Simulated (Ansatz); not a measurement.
# C₂H₅ClSi: a ladder of functionals and wavefunction methods

Aim: compute C₂H₅ClSi with functionals from several rungs and with coupled cluster. The yardstick is the atomisation energy at the CCSD(T) limit.

Program: Ansatz 0.2.0, Gaussian basis. Level of theory: functionals in def2-TZVPP, the program's frozen cores in correlated methods. These are calculated values, not measurements.

Plan: LDA (SPW92), PBE-D4, revPBE-D4, BLYP-D4, r2SCAN-D4, B97M-V, PBE0-D4, B3LYP-D4, r2SCANh-D4, r2SCAN0-D4, HSE06-D4, BHLYP-D4, CAM-B3LYP-D4, LC-ωPBE, ωB97X-V, ωB97M-V, B2PLYP, PBE-QIDH; CCSD(T)/def2-SVP; CCSD(T)/def2-TZVPP; MP2/def2-QZVPP; extrapolation to the limit; RPA on PBE.

### 1 The geometry

All runs share one geometry, relaxed beforehand with PBE0-D4 in a triple-zeta def2 set.

SMILES `ClC1C[SiH2]1`, 9 atoms, charge 0, spin multiplicity 1.

Atoms are counted from 1 here; the program's logs count them from 0.

Bond lengths: Cl1–C2 1.761 Å, C2–C3 1.532 Å, C2–Si4 1.855 Å, C2–H5 1.084 Å, C3–Si4 1.853 Å, C3–H6 1.086 Å, C3–H7 1.085 Å, Si4–H8 1.475 Å, Si4–H9 1.478 Å. Angles: Cl1–C2–C3 117.2°, Cl1–C2–Si4 122.4°, Cl1–C2–H5 110.3°, C3–C2–Si4 65.5°, C3–C2–H5 115.4°, Si4–C2–H5 119.3°, C2–C3–Si4 65.7°, C2–C3–H6 115.0°, C2–C3–H7 116.2°, Si4–C3–H6 116.3°, Si4–C3–H7 122.5°, H6–C3–H7 113.0°, C2–Si4–C3 48.8°, C2–Si4–H8 118.2°, C2–Si4–H9 119.0°, C3–Si4–H8 118.0°, C3–Si4–H9 120.5°, H8–Si4–H9 115.9°.

Coordinates:

```xyz
9
C2H5ClSi
Cl   -0.6102   -0.4166   -2.2543
C    -0.4426    0.3735   -0.6899
C     0.9304    0.3051   -0.0143
Si   -0.4175   -0.5751    0.9039
H    -0.8996    1.3566   -0.7145
H     1.6593   -0.3223   -0.5182
H     1.3457    1.2489    0.3241
H    -0.4528   -2.0481    0.8387
H    -1.0239    0.0318    2.1073
```

### 2 LDA

This LDA is Slater exchange with PW92 correlation.

Contents of in.yaml:

```yaml
crystal:
  periodic: [false, false, false]
  atoms:
    - {symbol: Cl, position_ang: [-0.610223, -0.416648, -2.254300]}
    - {symbol: C, position_ang: [-0.442613, 0.373488, -0.689860]}
    - {symbol: C, position_ang: [0.930378, 0.305063, -0.014273]}
    - {symbol: Si, position_ang: [-0.417520, -0.575086, 0.903898]}
    - {symbol: H, position_ang: [-0.899637, 1.356646, -0.714453]}
    - {symbol: H, position_ang: [1.659255, -0.322263, -0.518184]}
    - {symbol: H, position_ang: [1.345745, 1.248875, 0.324094]}
    - {symbol: H, position_ang: [-0.452814, -2.048147, 0.838683]}
    - {symbol: H, position_ang: [-1.023871, 0.031775, 2.107296]}
basis:
  gaussian: {orbitals: def2-TZVPP}
hamiltonian: {xc: lda}
output: {orbitals: {seedname: orbitals}}
```

The run is started by

```sh
> ansatz run in.yaml --threads 2 --pin off --events-out ev --progress --plain --max-ram 4352MiB
```

Further steps of the session: PBE-D4 (GGA); revPBE-D4 (GGA); BLYP-D4 (GGA); r2SCAN-D4 (meta-GGA); B97M-V (meta-GGA); B3LYP-D4 (hybrid); r2SCANh-D4 (hybrid); r2SCAN0-D4 (hybrid); HSE06-D4 (hybrid); BHLYP-D4 (hybrid); CAM-B3LYP-D4 (range-separated); LC-ωPBE (range-separated); ωB97X-V (range-separated); ωB97M-V (range-separated); B2PLYP (double hybrid); PBE-QIDH (double hybrid); CCSD(T) in def2-SVP; CCSD(T) in def2-TZVPP; MP2 in def2-QZVPP; RPA on PBE orbitals.

**Question.** What will the summary of the whole plan be? Wanted: atomisation energy, CCSD(T)/CBS; farthest beyond LDA; mean size of error, GGA; mean size of error, meta-GGA; mean size of error, hybrid; mean size of error, range-separated; mean size of error, double hybrid; gap, smallest and largest; T1 diagnostic.

The runs gave:

```
                               quantity                                                             value
        atomisation energy, CCSD(T)/CBS                                                         32.181 eV
    functionals within 0.161 eV (0.5 %)  revPBE-D4, B3LYP-D4, r2SCANh-D4, CAM-B3LYP-D4, LC-ωPBE, PBE-QIDH
                    farthest beyond LDA                                              BHLYP-D4 (-0.867 eV)
                mean size of error, GGA                                                          0.330 eV
           mean size of error, meta-GGA                                                          0.214 eV
             mean size of error, hybrid                                                          0.279 eV
    mean size of error, range-separated                                                          0.110 eV
      mean size of error, double hybrid                                                          0.222 eV
              gap, smallest and largest                         4.70 eV (LDA (SPW92)), 11.53 eV (LC-ωPBE)
                          T1 diagnostic                                                            0.0110
triples share of the correlation energy                                                             4.2 %
```

LDA overbinds by 4.696 eV (15 %). PBE-D4 misses by +0.654 eV. Double hybrids carry the basis error of their MP2 part in triple zeta, and no dispersion term here, so their miss is partly the set-up's. By mean error the best rung here is range-separated (0.110 eV) and the worst beyond LDA is GGA (0.330 eV). The reference freezes the cores and leaves out relativity and excitations past (T), so misses under about 0.161 eV can't be ranked. Hartree-Fock recovers 73 % of the binding; the rest is correlation. CCSD(T) in def2-SVP is off by -1.870 eV, so the small basis spoils what the method gains. Orbital gaps span 4.7 to 11.5 eV; exact exchange widens them.
